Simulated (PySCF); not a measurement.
# C2H5BF2O: the cost of one run

Programs: PySCF 2.14.0, with density-fitted response routines of our own. Each step states its level of theory. These are calculated values for one molecule in the gas phase, unless marked as measured. Atoms count from 0, in the outputs and in this text.

## (1) The starting structure

11 atoms, charge 0, multiplicity 1; geometry from: GFN2-xTB. The atoms were then displaced at random by about 0.01 Å, so the start is not that level's minimum.

Bonds of the start (Å): C0–B1 1.61, B1–F2 1.35, B1–O3 1.31, O3–C4 1.42, C4–F5 1.38, C0–H6 1.08, C0–H7 1.06, C0–H8 1.11, C4–H9 1.09, C4–H10 1.09.

## (2) Relaxing the molecule at PBE0-D3(BJ)/def2-SVP

Job settings and geometry (Å):

```
{"job": {"xc": "PBE0", "basis": "def2-SVP", "d3": "d3bj", "grid": 1, "shake": 0.01, "kind": "geom"}, "charge": 0, "multiplicity": 1}
C      1.959350     0.099110     0.301550
B      0.390230     0.302740     0.028890
F     -0.060700     1.286350    -0.777850
O     -0.475080    -0.534350     0.551610
C     -1.880100    -0.417520     0.407980
F     -2.399530     0.100850     1.572560
H      2.461120    -0.174980    -0.614490
H      2.149500    -0.621770     1.048500
H      2.388490     1.066770     0.634140
H     -2.321310    -1.409240     0.289400
H     -2.173860     0.276230    -0.378120
```

On the command line:

```bash
OMP_NUM_THREADS=1 python probes_run.py task.json out
```

This one command runs all jobs of the session in turn.

**Question.** How long does this first job take on 1 thread of Arm Neoverse V1, shared host, and how much memory does it need?

About 60 s, with a peak of 0.44 GiB.
